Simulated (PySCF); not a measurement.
Runs of PySCF 2.14.0 on BFH2. The cell holds a molecule in a box, 4 atoms: a = 12.000 Å, b = 11.000 Å, c = 11.000 Å, α = 90.00°, β = 90.00°, γ = 90.00°. 

```tsv
task	level	three-body dispersion term	conv_tol	grid for exchange and correlation	frozen core bands	exxdiv	gap on the mesh (eV)
atomic charges	revTPSS+D4	yes	1e-07 Ha	Becke, atom-centred	-	-	(a)
atomic charges	SVWN5	-	1e-07 Ha	Becke, atom-centred	-	-	5.80
atomic charges	PW91	-	1e-07 Ha	Becke, atom-centred	-	-	6.14
MP2 correlation energy	HF	-	1e-08 Ha	-	2	ewald	17.59
```

Alike in all rows: potentials or basis pob-tzvp-rev2 (all-electron); no spin polarisation; cell as given; k mesh 1 × 1 × 1; smearing fixed.

Estimate the missing entries.

(a) 6.83.

Caveats: this is a molecule in a periodic box at the Γ point, so its band gap is the HOMO-LUMO gap; the basis of atomic orbitals isn't converged, which shifts pressures, moduli and gaps; the basis is small and the box finite, so much correlation energy is missing and levels can be off by tenths of an eV (some runs).

